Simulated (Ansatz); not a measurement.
# BHLYP/def2-TZVPPD run of SiO (SMILES O=[Si])

Aim: the electronic atomisation energy of SiO at BHLYP/def2-TZVPPD, from 3 runs. 

The results are computed with Ansatz 0.2.0.

32 further runs of the same task are left out: 32 set aside as unsound or not needed.

## Step 1: The structure to begin with

SiO has 2 atoms, charge 0, and is taken as a singlet. SMILES: `O=[Si]`. The coordinates come from a PBE0-D4/def2-TZVP relaxation.

Bond lengths: O1–Si2 1.509 Å.

## Step 2: A single-point energy at BHLYP/def2-TZVPPD

Input file job.yaml:

```yaml
crystal:
  periodic: [false, false, false]
  atoms:
    - {symbol: O, position_ang: [-0.640700, 0.231500, -0.324000]}
    - {symbol: Si, position_ang: [0.640700, -0.231500, 0.324000]}
basis:
  gaussian:
    orbitals: def2-TZVPPD.json
hamiltonian:
  xc: {name: BHLYP}
accuracy: high
output: {orbitals: {seedname: orbitals}}
```

The basis set def2-TZVPPD is read from a file made from the Basis Set Exchange's data (not shown).

On the command line:

```bash
ansatz run job.yaml --threads 1 --pin off --max-ram 3480MiB --events-out events.jsonl --progress --plain --runs-dir runs
```

What it wrote:

```text
Warning: RAYON_NUM_THREADS=1 ignored (pool sized by the plan → 1); use --threads N
Functional definition: BHLYP
  name "BHLYP"
  parameter a = 0.5
  exchange = (1 - a)*b88_x + a*exact_x
  correlation = lyp_c
1168 factors; integrals over basis functions are off by at most 3.9e-9 eV
mean field evaluation 1: about -9917.2719 eV, gradient 6.3e1 eV
mean field evaluation 2: about -9868.3938 eV, gradient 1.5e2 eV
mean field evaluation 4: about -9924.7405 eV, gradient 1.4e0 eV
mean field evaluation 8: about -9924.7433 eV, gradient 1.5e-2 eV
mean field evaluation 16: about -9924.7433 eV, gradient 4.0e-7 eV
mean field -9924.74325114 eV, -364.7275872470 hartree, gradient 3.7e-8 eV, S^2 0.000000; 0 other end points of the search recorded, 0 dependent functions left out
reference -9924.74326924 eV, -364.7275879118 hartree; 11, 11 occupied and 77, 77 virtual orbitals, 1168 factors
Total energy: -9924.74326924 eV, -364.7275879118 hartree
```

It took 2.5 s on 1 thread of Arm Neoverse V2, shared host; peak memory 0.16 GiB.

## Step 3: The O atom, same level

Input file job.yaml:

```yaml
crystal:
  periodic: [false, false, false]
  atoms:
    - {symbol: O, position_ang: [0.000000, 0.000000, 0.000000]}
basis:
  gaussian: {orbitals: def2-TZVPPD.json}
magnetization: {spin_polarized: true, initial_magnetization: 2}
hamiltonian: {xc: {name: BHLYP}}
accuracy: high
```

The basis set def2-TZVPPD is read from a file made from the Basis Set Exchange's data (not shown).

Run the same way, it converges to -75.07758 Eh (log not shown).

## Step 4: The Si atom, same level

Input file job.yaml:

```yaml
crystal:
  periodic: [false, false, false]
  atoms:
    - {symbol: Si, position_ang: [0.000000, 0.000000, 0.000000]}
basis:
  gaussian:
    orbitals: def2-TZVPPD.json
magnetization:
  spin_polarized: true
  initial_magnetization: 2
hamiltonian:
  xc: {name: BHLYP}
accuracy: high
```

The basis set def2-TZVPPD is read from a file made from the Basis Set Exchange's data (not shown).

Run the same way, it converges to -289.37709 Eh (log not shown).

## Step 5: Summary of results

At BHLYP/def2-TZVPPD:

```
                     quantity          value
       molecule: total energy  -364.72759 Eh
        molecule: HOMO energy      -10.07 eV
        molecule: LUMO energy       -1.16 eV
      molecule: HOMO–LUMO gap        8.91 eV
         O atom: total energy   -75.07758 Eh
                 O atom: ⟨S²⟩          2.005
        Si atom: total energy  -289.37709 Eh
                Si atom: ⟨S²⟩          2.006
electronic atomisation energy       7.427 eV
```

In words: Taking the molecule apart into free atoms costs 7.43 eV (717 kJ/mol), before zero-point energy and without spin-orbit coupling.
